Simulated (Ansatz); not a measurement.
# ClF4HW: the cost of one run

Method: RKS BLYP-D4/def2-SVP, in Ansatz 0.2.0.

1 further run of the same task is left out (it didn't finish).

### Step 1. The starting structure

Bond lengths: W1–F2 1.850 Å, W1–F3 1.850 Å, W1–F4 1.850 Å, W1–F5 1.850 Å, W1–Cl6 2.390 Å, W1–H7 1.720 Å. Angles (14 of 15 angles, heavy atoms first): F2–W1–F3 90.0°, F2–W1–F4 90.0°, F2–W1–F5 90.0°, F2–W1–Cl6 90.0°, F3–W1–F4 90.0°, F3–W1–F5 180.0°, F3–W1–Cl6 90.0°, F4–W1–F5 90.0°, F4–W1–Cl6 180.0°, F5–W1–Cl6 90.0°, F2–W1–H7 180.0°, F3–W1–H7 90.0°, F4–W1–H7 90.0°, F5–W1–H7 90.0°.

As a file:

```xyz
7

W     0.0000    0.0000    0.0000
F     0.0000    0.0000    1.8500
F     1.8500    0.0000    0.0000
F     0.0000    1.8500    0.0000
F    -1.8500    0.0000    0.0000
Cl    0.0000   -2.3900    0.0000
H     0.0000    0.0000   -1.7200
```

### Step 2. Relaxing the start

File input.yaml:

```yaml
crystal:
  periodic: [false, false, false]
  atoms:
    - { symbol: W, position_ang: [0.0, 0.0, 0.0] }
    - { symbol: F, position_ang: [0.0, 0.0, 1.85] }
    - { symbol: F, position_ang: [1.85, 0.0, 0.0] }
    - { symbol: F, position_ang: [0.0, 1.85, 0.0] }
    - { symbol: F, position_ang: [-1.85, 0.0, 0.0] }
    - { symbol: Cl, position_ang: [0.0, -2.39, 0.0] }
    - { symbol: H, position_ang: [0.0, 0.0, -1.72] }
basis:
  gaussian: { orbitals: def2-SVP }
hamiltonian:
  xc: blyp
  dispersion: d4
relax:
  f_tol: 0.02
  max_steps: 40
output:
  orbitals: {}
```

The run is started by

```sh
> ansatz run input.yaml --threads 2 --pin off --max-ram 3072MiB --backend cpu --events-out ev --progress --plain --runs-dir out
```

**Question.** How long does this run take on 2 threads of Arm Neoverse V2, shared host, and how much memory does it need?

About 25 s, with a peak of 0.16 GiB.
